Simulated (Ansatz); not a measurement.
This script drives Ansatz's Python interface.

The script, `bde_bh6nsite.py`:
```python
"""X-H bond energies of BH6NSiTe without relaxation."""

import ansatz as az


def energy(molecule, charge=0, unpaired=0):
    calc = (
        molecule.calculation()
        .basis(gaussian="def2-SVP")
        .functional("HF")
    )
    if charge:
        calc = calc.charge(charge)
    if unpaired:
        calc = calc.spin("collinear", total=unpaired)
    return calc.run(threads=1).report["free_energy_ev"]

def without(molecule, index):
    rest = az.Crystal.molecule()
    for i, site in enumerate(molecule.cartesian_sites):
        if i != index:
            rest = rest.atom(site.symbol, site.position_ang)
    return rest

geometry_ang = [
    ("N", (-1.4728, 0.7504, -0.3403)),
    ("B", (-0.2124, 0.0271, -0.4372)),
    ("Si", (0.2795, -1.158, 0.9916)),
    ("Te", (1.1873, 0.2629, -2.2032)),
    ("H", (-1.5931, 1.3829, -1.2251)),
    ("H", (-1.4444, 1.4606, 0.4611)),
    ("H", (1.6348, -1.7757, 0.6916)),
    ("H", (-0.6683, -2.19, 1.1589)),
    ("H", (0.4313, -0.3732, 2.2952)),
    ("H", (1.9412, 1.5618, -1.3897)),
]
geometry = az.Crystal.molecule()
for symbol, xyz in geometry_ang:
    geometry = geometry.atom(symbol, xyz)

whole = energy(geometry, 0)
hydrogen = energy(az.Crystal.molecule().atom("H", (0, 0, 0)), 0, 1)
print(f"E(molecule) = {whole:.5f} eV, E(H) = {hydrogen:.5f} eV")
for index in [5, 8, 9]:
    radical = energy(without(geometry, index), 0, 1)
    print(f"H{index}: homolysis {96.485332 * (radical + hydrogen - whole):.1f} kJ/mol")
```

It is started by `python bde_bh6nsite.py`. Estimate its wall time and peak memory on 1 thread of Arm Neoverse V1 (shared host).

It took about 38 s, with a peak of 0.37 GiB, for 5 runs of the engine.

Running `python bde_bh6nsite.py` prints:
```text
E(molecule) = -17371.44427 eV, E(H) = -13.58606 eV
H5: homolysis 390.4 kJ/mol
H8: homolysis 295.2 kJ/mol
H9: homolysis 161.9 kJ/mol
```

What to keep in mind:
- Total energies depend on the basis set; only differences at equal settings carry meaning.
- The geometry is a force-field or estimated start, not a minimum of this method, and the basis set is short of its limit. All parts are taken at fixed geometry, without zero-point energy.
- def2 sets replace the cores of elements past krypton by effective core potentials.
- Hartree-Fock leaves correlation out, so bond, atomisation and ionisation energies come out well too low.
- The spin-orbit lowering of heavy atoms is left out.
